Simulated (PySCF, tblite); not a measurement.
# C₆H₁₄FNSi: geometry, infrared bands and NMR shifts

Wanted: the infrared bands and NMR shifts of C₆H₁₄FNSi (`CCC[C@@H]1C[Si@@H](CF)N1`), by calculation.

The runs use tblite 0.8.0 and PySCF 2.14.0, with density-fitted response routines of our own; the level of theory stands in each step. All values are computed, except where a source is named. Atoms count from 0, in the outputs and in this text.

**1. The starting structure**

23 atoms, charge 0, multiplicity 1; geometry from: force field or distance geometry start.

Bonds of the start (Å): C0–C1 1.52, C1–C2 1.49, C2–C3 1.49, C3–C4 1.52, C4–Si5 1.87, Si5–C6 1.85, C6–F7 1.36, Si5–N8 1.80, N8–C3 1.45, C0–H9 1.09, C0–H10 1.11, C0–H11 1.13, C1–H12 1.11, C1–H13 1.11, C2–H14 1.11, C2–H15 1.13, C3–H16 1.11, C4–H17 1.11, C4–H18 1.09, Si5–H19 1.44, C6–H20 1.12, C6–H21 1.11, N8–H22 1.03.

**2. Relaxing the molecule with GFN2-xTB**

Job settings and geometry (Å):

```
{"job": {"kind": "relax", "xc": "GFN2-xTB", "basis": "xTB"}, "charge": 0, "multiplicity": 1}
C      3.293200     1.007900    -0.699200
C      2.083000     0.430100     0.016700
C      0.886900     0.642200    -0.852800
C     -0.388400     0.123100    -0.274400
C     -0.462800    -1.358700     0.045100
Si    -2.305000    -1.100600    -0.140500
C     -3.109300    -0.217500     1.272600
F     -4.189800    -0.838200     1.808700
N     -1.498200     0.101800    -1.203200
H      3.937000     0.190800    -1.040000
H      3.822600     1.732900    -0.052500
H      2.879000     1.557600    -1.591600
H      2.272000    -0.652500     0.185800
H      1.998000     0.922800     1.006900
H      1.033200     0.307000    -1.903500
H      0.758400     1.765600    -0.920900
H     -0.677700     0.695500     0.637000
H     -0.098100    -2.002500    -0.785700
H     -0.201100    -1.666000     1.061300
H     -3.040100    -2.148400    -0.799500
H     -2.321500    -0.054200     2.055100
H     -3.391800     0.808900     0.950900
H     -1.284300    -0.220600    -2.153600
```

Started as:

```console
$ OMP_NUM_THREADS=1 python probes_run.py task.json out
```

One launch serves the whole session: the jobs run in the order shown.

**Question.** This job is followed by: GFN2-xTB harmonic vibrations, gas phase; GIAO PBE0/pcSseg-1 NMR shielding, non-relativistic, gas phase. What will the session give for the following? strongest single infrared mode (GFN2-xTB); zero-point energy (GFN2-xTB); ¹³C shifts against TMS (PBE0/pcSseg-1); ¹H shifts against TMS (PBE0/pcSseg-1, means over atoms taken as alike); ²⁹Si shifts against TMS (PBE0/pcSseg-1); ¹⁹F shifts against CFCl3 (PBE0/pcSseg-1); ¹⁵N shifts against NH3 (PBE0/pcSseg-1).

**Answer**, as computed:

```
                                                              quantity                                                                       value
                             strongest single infrared mode (GFN2-xTB)                                                       2212 cm⁻¹, 325 km/mol
                                          zero-point energy (GFN2-xTB)                                                              120.5 kcal/mol
                                ¹³C shifts against TMS (PBE0/pcSseg-1)                                      80.6, 60.6, 50.3, 23.7, 21.4, 17.1 ppm
¹H shifts against TMS (PBE0/pcSseg-1, means over atoms taken as alike)  5.92, 5.01, 4.81, 3.66, 1.84, 1.45, 1.36, 1.32, 1.16, 1.07, 1.05, 0.32 ppm
                               ²⁹Si shifts against TMS (PBE0/pcSseg-1)                                                                     6.5 ppm
                              ¹⁹F shifts against CFCl3 (PBE0/pcSseg-1)                                                                  -309.2 ppm
                                ¹⁵N shifts against NH3 (PBE0/pcSseg-1)                                                                    55.8 ppm
```

In words: The optimisation took 142 steps and gained 1.577 eV; among the close pairs (by a distance rule), Si5–N8 changed most, from 1.796 to 1.719 Å. No mode is imaginary among the 63: a minimum at this level. The strongest single mode, at 2212 cm⁻¹, moves mainly H19. Unscaled tight-binding wavenumbers are off by several per cent, some by more. Its intensities can rank the bands wrongly. C6 (sp3 CH2 bonded to F and Si) lies farthest downfield among carbon, at 80.6 ppm; pulled downfield by the heteroatom. At PBE0/pcSseg-1: The widest tensor belongs to C6: span 113 ppm, with a paramagnetic part of -145 ppm.
